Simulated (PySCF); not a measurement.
# C5H8O2SSi: the cost of one run

Computed with PySCF 2.14.0 and routines of our own; the level stands in each step. Atoms count from 0.

### Step 1. The starting structure

17 atoms, charge 0, multiplicity 1; geometry from: GFN2-xTB.

### Step 2. Magnetic properties: GIAO PBE0/pcSseg-1

The job: settings as JSON, then the geometry in Å.

```
{"job": {"kind": "mag", "xc": "PBE0", "basis": "pcSseg-1", "isotopologues": 0}, "charge": 0, "multiplicity": 1}
C      2.395789     1.358670     0.303049
S      2.462447    -0.140044    -0.724514
Si     0.925409    -1.316134     0.221827
O      0.678033    -2.632425    -0.685969
C     -0.705889    -0.411126     0.261607
C     -1.876579    -0.561988    -0.431841
C     -2.761080     0.430807     0.042585
C     -2.069778     1.120129     0.991257
O     -0.832714     0.624415     1.130938
H      3.126790     2.051750    -0.099524
H      2.644443     1.107174     1.329005
H      1.402133     1.791073     0.250058
H      1.391764    -1.649283     1.565293
H      1.386806    -3.025936    -1.188389
H     -2.069782    -1.298467    -1.183735
H     -3.767511     0.609576    -0.276313
H     -2.337280     1.953839     1.610824
```

Level: GIAO PBE0/pcSseg-1 magnetisability, rotational g tensor and spin-rotation constants, non-relativistic, gas phase.

On the command line:

```
$ OMP_NUM_THREADS=1 python excited_run.py task.json out
```

One launch serves the whole session: the jobs run in the order shown.

Q: Estimate the wall time and peak memory of this first job on 1 thread of Arm Neoverse N1, shared host.

About 78 s, with a peak of 0.94 GiB.
